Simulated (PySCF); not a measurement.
# B2F2H3N: the cost of one run

The runs use PySCF 2.14.0, with density-fitted response routines of our own; the level of theory stands in each step. All values are computed, except where a source is named. Atoms are numbered from 0 throughout.

## Step 1: The starting structure

8 atoms, charge 0, multiplicity 1; geometry from: GFN2-xTB. The atoms were then displaced at random by about 0.01 Å, so the start is not that level's minimum.

Bonds of the start (Å): N0–B1 1.37, B1–B2 1.67, B2–F3 1.37, B2–F4 1.34, N0–H5 1.04, N0–H6 0.99, B1–H7 1.18.

## Step 2: Relaxing the molecule at PBE0-D3(BJ)/def2-SVP

The job: settings as JSON, then the geometry in Å.

```
{"job": {"xc": "PBE0", "basis": "def2-SVP", "d3": "d3bj", "grid": 1, "shake": 0.01, "kind": "geom"}, "charge": 0, "multiplicity": 1}
N     -1.308770    -0.187090     0.207130
B     -0.202830     0.426080    -0.319420
B      1.338820    -0.122600    -0.004630
F      2.147380     0.294690     1.014510
F      2.020560    -0.999860    -0.758310
H     -2.269160     0.166460     0.014670
H     -1.310680    -0.965940     0.812010
H     -0.360180     1.369120    -1.018430
```

Command:

```
OMP_NUM_THREADS=1 python probes_run.py task.json out
```

The driver reads the jobs from task.json and runs them one after another.

**Question.** How long does this first job take on 1 thread of Arm Neoverse V1, shared host, and how much memory does it need?

About 20 s, with a peak of 0.35 GiB.
